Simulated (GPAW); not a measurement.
NbRu3C:

```xyz
5
Lattice="4.0651 0.0000 0.0000 0.0000 4.0651 0.0000 0.0000 0.0000 4.0651" Properties=species:S:1:pos:R:3 pbc="T T T"
Ru    2.0326    2.0326    0.0000
Ru    2.0326    0.0000    2.0326
Ru    0.0000    2.0326    2.0326
Nb    0.0000    0.0000    0.0000
C     2.0326    2.0326    2.0326
```

The cell comes from a database or a generator and needn't be the stable form of this composition.

- Program: GPAW 26.7.0
- Task: relaxation of cell and atoms
- Functional: PBEsol
- Dispersion: D4
- Potentials or basis: PAW data sets generated in the run's folder for this functional
- Cutoff: 800 eV
- Basis: pw
- k mesh: 5 × 5 × 5
- Occupations: fermi-dirac, width 0.05 eV
- Spin: no spin polarisation

At the start: pressure -14.6 GPa; volume 13.44 Å³/atom.

Question: How do energy, volume and symmetry change on relaxing?

Answer: Over 4 steps the energy falls by 32.3 meV/atom and the volume is 12.76 Å³/atom (-5.1 %); space group Pm-3m (No. 221, to 0.05 Å).

The path:
```tsv
step	energy change (eV)	largest force (eV/Å)	pressure (GPa)	volume (Å³)
1	0.0000	0.0000	-14.56	67.18
2	-0.0576	0.0000	-11.92	66.48
3	-0.1607	0.0000	0.93	63.58
4	-0.1613	0.0000	-0.05	63.78
```

Final structure:
```
CELL_PARAMETERS angstrom
3.99535 0.00000 0.00000
0.00000 3.99535 0.00000
0.00000 0.00000 3.99535
ATOMIC_POSITIONS crystal
Ru 0.50000 0.50000 0.00000
Ru 0.50000 0.00000 0.50000
Ru 0.00000 0.50000 0.50000
Nb 0.00000 0.00000 0.00000
C 0.50000 0.50000 0.50000
```

Caveat: later steps reuse the first step's grids; pairwise dispersion overbinds metals, which lowers pressure and volume.
